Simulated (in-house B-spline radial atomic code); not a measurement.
# Cl²⁺: density, ELF and screening along the radius

How do the shells of Cl²⁺ show in real space, and how much do the settings move them?

The numbers are computed with in-house B-spline radial atomic code version 1 (several methods, spin-polarised, as named in each step; spherical all-electron atom at the radial basis limit), except any that are marked as measured or tabulated.

## Step 1: The atom as given

* element: chlorine (Z = 17)
* charge: +2
* electrons: 15
* configuration: [Ne] 3s2 3p3
* nucleus: point (non-relativistic runs) or finite (X2C runs)

Outer shells as boxes (Hund's rule):

[Ne] 3s2 3p3
```
[Ne] core
3s [↑↓]
3p [↑ ][↑ ][↑ ]
```

Where spins are not typed, each open shell is filled with up spins first.

## Step 2: RPBE, X2C, [Ne] 3s2 3p3

Input settings:

```ini
Z = 17
electrons = 15.0
configuration = [Ne] 3s2 3p3
hamiltonian = x2c
method = rpbe,pbe
spin_polarised = True
nucleus = fermi
rms_radius = 3.3654
mass_number = 35
atomic_mass = 34.968852694
speed_of_light = 137.035999084
```

On the command line:

```bash
$ python run_scf.py task.json out
```

task.json lists these runs, among others, and the program works through them in turn.

## Step 3: ωB97X, X2C, [Ne] 3s2 3p3

Changes to the settings of step 2:

```diff
@@ -4,3 +4,3 @@
 hamiltonian = x2c
-method = rpbe,pbe
+method = wb97x
 spin_polarised = True
```

## Step 4: Hartree-Fock, non-rel., [Ne] 3s1 3p4

Input settings:

```ini
Z = 17
electrons = 15.0
configuration = [Ne] 3s1 3p4
hamiltonian = nr
method = hf
spin_polarised = True
```

## Step 5: LDA (VWN5), non-rel., [He] 2s2 2p5 3s2 3p4

Input settings:

```ini
Z = 17
electrons = 15.0
configuration = [He] 2s2 2p5 3s2 3p4
hamiltonian = nr
method = lda,vwn
spin_polarised = True
```

## Step 6: PBE, non-rel., [He] 2s2 2p5 3s2 3p3 4p1

Input settings:

```ini
Z = 17
electrons = 15.0
configuration = [He] 2s2 2p5 3s2 3p3 4p1
hamiltonian = nr
method = pbe,pbe
spin_polarised = True
```

How large is the system in each run, where do the shell borders lie, and what is the highest level?

As calculated:

| run | total energy (hartree) | highest level (eV) | radius holding 50 / 90 / 99 % (bohr) | radius at n = 0.001 (bohr) | ELF minima on the full grid (bohr) |
| --- | --- | --- | --- | --- | --- |
| RPBE, X2C, [Ne] 3s2 3p3 | -460.2007 | -33.091 | 0.465 / 1.77 / 2.85 | 3.27 | 0.15, 0.77 |
| ωB97X, X2C, [Ne] 3s2 3p3 | -460.2350 | -37.393 | 0.465 / 1.77 / 2.83 | 3.25 | 0.15, 0.76 |
| Hartree-Fock, non-rel., [Ne] 3s1 3p4 | -457.7522 | -33.319 | 0.466 / 1.81 / 2.93 | 3.33 | 0.16, 0.80 |
| LDA (VWN5), non-rel., [He] 2s2 2p5 3s2 3p4 | -449.9929 | -33.523 | 0.509 / 1.78 / 2.80 | 3.23 | 0.15, 0.74 |
| PBE, non-rel., [He] 2s2 2p5 3s2 3p3 4p1 | -450.4106 | -13.043 | 0.509 / 2.04 / 5.12 | 4.49 | 0.17, 0.83, 2.7 |

What this shows: In the first run ELF has 2 minima on the grid, which mark the borders between shells. On the record's full grid the screened charge (r times the electrostatic potential) falls from 16.9 near the nucleus to 2.00 at 5.6 bohr; far out it tends to the net charge, 2. The radius that holds 99 % of the electrons runs from 2.80 bohr (LDA (VWN5), non-rel., [He] 2s2 2p5 3s2 3p4) to 5.12 bohr (PBE, non-rel., [He] 2s2 2p5 3s2 3p3 4p1). The grid is coarse (about 20 % a step), so the places of minima are rough. For X2C runs ELF uses the non-relativistic kinetic energy density, and the fields carry no picture-change correction.
